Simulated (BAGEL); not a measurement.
# A workflow on C2H3BFN (SMILES FB1C=NC1)

We compute the energy (HF/6-31G*), then a single-point energy (NEVPT2(2,2)/6-31G*), then the energy (CASPT2(2,2)/6-31G*) of C2H3BFN. 

The calculation is run with BAGEL 1.2.2.

1 further run of the same task is left out (set aside as unsound or not needed).

## Step 1: Starting point

C2H3BFN has 8 atoms, charge 0, and is taken as a singlet. As SMILES, `FB1C=NC1`. One bond was lengthened or shortened from a relaxed shape.

Bond lengths: F1–B2 1.312 Å, B2–C3 1.553 Å, C3–N4 1.291 Å, B2–C5 1.580 Å, N4–C5 1.510 Å, C3–H6 1.087 Å, C5–H7 0.929 Å, C5–H8 1.090 Å. Some angles: F1–B2–C3 135.6°, F1–B2–C5 135.3°, C3–B2–C5 86.1°, B2–C3–N4 90.7°, C3–N4–C5 99.2°, B2–C5–N4 82.2°, B2–C3–H6 145.8°, N4–C3–H6 122.6°, B2–C5–H7 120.5°, B2–C5–H8 118.9°.

## Step 2: The energy at HF/6-31G(d) (density fitting with svp-jkfit, spherical functions) (run 1)

The input, job.json:

```json
{ "bagel": [

{
  "title": "molecule",
  "basis": "6-31gs.json",
  "df_basis": "svp-jkfit",
  "geometry": [
    { "atom": "F", "xyz": [  0.56132614, -2.12810374,  3.48238163 ] },
    { "atom": "B", "xyz": [  0.11289413, -0.80057113,  1.43732002 ] },
    { "atom": "C", "xyz": [  0.76125916,  1.90797332,  0.51059833 ] },
    { "atom": "N", "xyz": [  0.73272430,  1.15227184, -1.80809563 ] },
    { "atom": "C", "xyz": [ -0.41169384, -1.43514117, -1.43222910 ] },
    { "atom": "H", "xyz": [  1.39904173,  3.78333753,  1.05502843 ] },
    { "atom": "H", "xyz": [  0.48584859, -2.70741062, -2.24159313 ] },
    { "atom": "H", "xyz": [ -2.35792278, -1.45233767, -2.10875105 ] }
  ]
},
{ "title": "hf" },
{ "title": "print", "file": "orbitals.molden", "orbitals": "true" }

]}
```

The basis set 6-31G* is read from a file made from the Basis Set Exchange's data (not shown).

Launch:

```
$ BAGEL_NUM_THREADS=1 BAGEL job.json > job.out
```

Standard output:

```text
* using 1 threads per process

  ===============================================================
  ===============================================================

  *** Geometry ***

  { "atom" : "F", "xyz" : [      0.561326,     -2.128104,      3.482382 ] },
  { "atom" : "B", "xyz" : [      0.112894,     -0.800571,      1.437320 ] },
  { "atom" : "C", "xyz" : [      0.761259,      1.907973,      0.510598 ] },
  { "atom" : "N", "xyz" : [      0.732724,      1.152272,     -1.808096 ] },
  { "atom" : "C", "xyz" : [     -0.411694,     -1.435141,     -1.432229 ] },
  { "atom" : "H", "xyz" : [      1.399042,      3.783338,      1.055028 ] },
  { "atom" : "H", "xyz" : [      0.485849,     -2.707411,     -2.241593 ] },
  { "atom" : "H", "xyz" : [     -2.357923,     -1.452338,     -2.108751 ] },

  Number of auxiliary basis functions:      433

  Since a DF basis is specified, we compute 2- and 3-index integrals:
    o Being stored without compression. Storage requirement is 0.020 GB

  Number of basis functions:       76
  Number of electrons      :       36

    * METHOD: MOLECULE                             0.19

  *** RHF ***

  === Nuclear Repulsion ===
   146.1089856101

      * DIIS with orbital gradients will be used.

  === RHF iteration (6-31gs.json) ===
      0       -255.83555669          0.02072847           0.04
      1       -255.96200069          0.01344397           0.04
      2       -256.02236632          0.00221663           0.04
      3       -256.02509646          0.00088419           0.04
      4       -256.02549419          0.00026702           0.04
      5       -256.02557739          0.00014689           0.04
      6       -256.02559893          0.00007097           0.04
      7       -256.02560661          0.00001772           0.04
      8       -256.02560703          0.00000694           0.04
      9       -256.02560706          0.00000427           0.04
     10       -256.02560709          0.00000182           0.04
     11       -256.02560710          0.00000101           0.04
     12       -256.02560710          0.00000037           0.04
     13       -256.02560710          0.00000016           0.04
     14       -256.02560710          0.00000007           0.04
     15       -256.02560710          0.00000003           0.04
     16       -256.02560710          0.00000001           0.04
     17       -256.02560710          0.00000001           0.04
    * SCF iteration converged.

    * Permanent dipole moment:
           (    0.287178,     0.096999,    -0.273818) a.u.

    * METHOD: HF                                   0.89

    * METHOD: PRINT                                0.02

  ===============================================================
```

It took 1.2 s on 1 thread of Arm Neoverse V1, shared host; peak memory 0.15 GiB.

## Step 3: A single-point energy at NEVPT2(2,2)/6-31G(d) (density fitting with svp-jkfit, spherical functions) (run 2)

The input, nevpt2.json:

```json
{ "bagel" : [

{
  "title" : "molecule",
  "basis" : "6-31gs.json",
  "df_basis" : "svp-jkfit",
  "angstrom" : false,
  "geometry" : [
    { "atom" : "F", "xyz" : [     0.56132614,    -2.12810374,     3.48238163 ] },
    { "atom" : "B", "xyz" : [     0.11289413,    -0.80057113,     1.43732002 ] },
    { "atom" : "C", "xyz" : [     0.76125916,     1.90797332,     0.51059833 ] },
    { "atom" : "N", "xyz" : [     0.73272430,     1.15227184,    -1.80809563 ] },
    { "atom" : "C", "xyz" : [    -0.41169384,    -1.43514117,    -1.43222910 ] },
    { "atom" : "H", "xyz" : [     1.39904173,     3.78333753,     1.05502843 ] },
    { "atom" : "H", "xyz" : [     0.48584859,    -2.70741062,    -2.24159313 ] },
    { "atom" : "H", "xyz" : [    -2.35792278,    -1.45233767,    -2.10875105 ] }
  ]
},

{ "title" : "hf", "charge" : 0 },

{
  "title" : "nevpt2",
  "nstate" : 1,
  "nact" : 2,
  "nclosed" : 17,
  "charge" : 0,
  "active" : [8, 24],
  "maxiter" : 200,
  "natocc" : true,
  "ncore" : 5
},

{ "title" : "print", "file" : "orbitals.molden", "orbitals" : true }

]}
```

The basis set 6-31G* is read from a file made from the Basis Set Exchange's data (not shown).

Launch:

```
$ BAGEL_NUM_THREADS=1 BAGEL nevpt2.json > nevpt2.out
```

Standard output:

```text
* using 1 threads per process

  ===============================================================
  ===============================================================

  *** Geometry ***

  { "atom" : "F", "xyz" : [      0.561326,     -2.128104,      3.482382 ] },
  { "atom" : "B", "xyz" : [      0.112894,     -0.800571,      1.437320 ] },
  { "atom" : "C", "xyz" : [      0.761259,      1.907973,      0.510598 ] },
[... 4 lines of this table left out ...]
  { "atom" : "H", "xyz" : [     -2.357923,     -1.452338,     -2.108751 ] },

  Number of auxiliary basis functions:      433

  Since a DF basis is specified, we compute 2- and 3-index integrals:
    o Being stored without compression. Storage requirement is 0.020 GB

  Number of basis functions:       76
  Number of electrons      :       36

    * METHOD: MOLECULE                             0.19

  *** RHF ***

  === Nuclear Repulsion ===
   146.1089856101

      * DIIS with orbital gradients will be used.

  === RHF iteration (6-31gs.json) ===
      0       -255.83555669          0.02072847           0.04
      1       -255.96200069          0.01344397           0.04
      2       -256.02236632          0.00221663           0.04
[... 14 lines of this table left out ...]
     17       -256.02560710          0.00000001           0.04
    * SCF iteration converged.

    * Permanent dipole moment:
           (    0.287178,     0.096999,    -0.273818) a.u.

    * METHOD: HF                                   0.89

    * freezing 5 orbitals
  ---------------------------
      CASSCF calculation
  ---------------------------

    ==== Active orbitals : =====
         Orbital 8
         Orbital 24
    ============================

    * nstate   :      1
    * nclosed  :     17
    * nact     :      2
    * nvirt    :     57
  === CASSCF iteration (6-31gs.json) ===

    * Using the second-order algorithm

      0  0      -256.02568891     2.48e-05      0.02

      1  0      -256.02682412     2.15e-04      0.15
[... 17 lines of this table left out ...]
     10  0      -256.03753737     4.07e-09      0.20

    * Second-order optimization converged. *

     guess   0:   closed 1.                   open ..

  === FCI iteration ===

      0  0      -256.02555098     8.73e-02      0.00
      1  0      -256.03753596     7.07e-04      0.00
      2  0 *    -256.03753737     7.46e-16      0.00

     * ci vector, state   0, <S^2> = 0.0000
       2.     0.9976538766
       .2    -0.0684597878

  === DF-NEVPT2 calculation ===

    * 3-index integral transformation done
    * assembly done

      NEVPT2 correlation energy:   -0.6313645102      0.16

          (+0)     -0.5846575468
          (+0)'    -0.0125149585
          (+1)     -0.0030254586
          (+1)'    -0.0000000000
          (+2)     -0.0001120926
          (-1)     -0.0240873633
          (-1)'     0.0000000000
          (-2)     -0.0069670904

      NEVPT2 total energy:       -256.6689018766

    * METHOD: NEVPT2                               2.72

    * METHOD: PRINT                                0.02

  ===============================================================
```

It took 4.2 s on 1 thread of Arm Neoverse V1, shared host; peak memory 0.15 GiB.

## Step 4: A single-point energy at CASPT2(2,2)/6-31G(d) (density fitting with svp-jkfit, spherical functions) (run 3)

The input, input.json:

```json
{ "bagel" : [

{
  "title" : "molecule",
  "basis" : "6-31gs.json",
  "df_basis" : "svp-jkfit",
  "angstrom" : "false",
  "geometry" : [
    { "atom" : "F", "xyz" : [  0.56132614, -2.12810374,  3.48238163 ] },
    { "atom" : "B", "xyz" : [  0.11289413, -0.80057113,  1.43732002 ] },
    { "atom" : "C", "xyz" : [  0.76125916,  1.90797332,  0.51059833 ] },
    { "atom" : "N", "xyz" : [  0.73272430,  1.15227184, -1.80809563 ] },
    { "atom" : "C", "xyz" : [ -0.41169384, -1.43514117, -1.43222910 ] },
    { "atom" : "H", "xyz" : [  1.39904173,  3.78333753,  1.05502843 ] },
    { "atom" : "H", "xyz" : [  0.48584859, -2.70741062, -2.24159313 ] },
    { "atom" : "H", "xyz" : [ -2.35792278, -1.45233767, -2.10875105 ] }
  ]
},
{ "title" : "hf" },
{ "title" : "casscf", "nstate" : 1, "nact" : 2, "nclosed" : 17, "active" : [8, 24], "maxiter" : 200, "natocc" : "true" },
{ "title" : "print", "file" : "orbitals.molden", "orbitals" : "true" },
{ "title" : "smith", "method" : "caspt2", "ms" : "true", "xms" : "true", "sssr" : "true", "shift" : 0.2, "shift_imag" : "true", "ncore" : 5 }

]}
```

The basis set 6-31G* is read from a file made from the Basis Set Exchange's data (not shown).

Launch:

```
$ BAGEL_NUM_THREADS=1 BAGEL input.json > input.out
```

Standard output:

```text
* using 1 threads per process

  ===============================================================
  ===============================================================

  *** Geometry ***

  { "atom" : "F", "xyz" : [      0.561326,     -2.128104,      3.482382 ] },
  { "atom" : "B", "xyz" : [      0.112894,     -0.800571,      1.437320 ] },
  { "atom" : "C", "xyz" : [      0.761259,      1.907973,      0.510598 ] },
[... 4 lines of this table left out ...]
  { "atom" : "H", "xyz" : [     -2.357923,     -1.452338,     -2.108751 ] },

  Number of auxiliary basis functions:      433

  Since a DF basis is specified, we compute 2- and 3-index integrals:
    o Being stored without compression. Storage requirement is 0.020 GB

  Number of basis functions:       76
  Number of electrons      :       36

    * METHOD: MOLECULE                             0.19

  *** RHF ***

  === Nuclear Repulsion ===
   146.1089856101

      * DIIS with orbital gradients will be used.

[... 6 lines left out ...]
    * SCF iteration converged.
[... 1 line left out ...]
    * Permanent dipole moment:
[... 27 lines left out ...]
    * Second-order optimization converged. *
[... 9 lines left out ...]
     * ci vector, state   0, <S^2> = 0.0000
[... 16 lines left out ...]
    * Zeroth order energy : state  0       -1.4034389798
[... 4 lines left out ...]
       #      aibj      arbs      arbi      airj      risj      airs      arst      rist         Etot      error   time
[... 2 lines left out ...]
       0  -0.58324  -0.00842  -0.02519  -0.00355  -0.00016  -0.01105  -0.00000  -0.00000   -0.6316074  0.0018773   0.09
       1  -0.58369  -0.00851  -0.02532  -0.00371  -0.00019  -0.01155  -0.00000  -0.00000   -0.6329697  0.0004048   0.08
       2  -0.58374  -0.00851  -0.02532  -0.00372  -0.00019  -0.01157  -0.00000  -0.00000   -0.6330391  0.0000907   0.08
       3  -0.58373  -0.00851  -0.02533  -0.00371  -0.00019  -0.01157   0.00000  -0.00000   -0.6330421  0.0000235   0.08
       4  -0.58373  -0.00851  -0.02533  -0.00371  -0.00019  -0.01157  -0.00000  -0.00000   -0.6330423  0.0000068   0.08
       5  -0.58373  -0.00851  -0.02533  -0.00371  -0.00019  -0.01157  -0.00000  -0.00000   -0.6330424  0.0000015   0.08
       6  -0.58373  -0.00851  -0.02533  -0.00371  -0.00019  -0.01157  -0.00000   0.00000   -0.6330424  0.0000004   0.09

      ------------------------------------------------------------------------------------------------------------------

    * CASPT2 energy : state  0     -256.6736069399
        w/o shift correction       -256.6705797253
        reference weight              0.8333795782

    * METHOD: SMITH                                0.78

  ===============================================================
```

Wall time 4.5 s (1 thread of Arm Neoverse V1, shared host); peak memory 0.19 GiB.

## Step 5: Outcome

| quantity | value |
| --- | --- |
| run 1, HF/6-31G*: total energy | -256.02561 Eh |
| run 1, HF/6-31G*: dipole moment | 1.04 D |
| run 1, HF/6-31G*: HOMO energy | -10.93 eV |
| run 1, HF/6-31G*: LUMO energy | 2.82 eV |
| run 1, HF/6-31G*: HOMO–LUMO gap | 13.75 eV |
| run 2, NEVPT2(2,2)/6-31G*: total energy | -256.66890 Eh |
| run 3, CASPT2(2,2)/6-31G*: total energy | -256.67361 Eh |
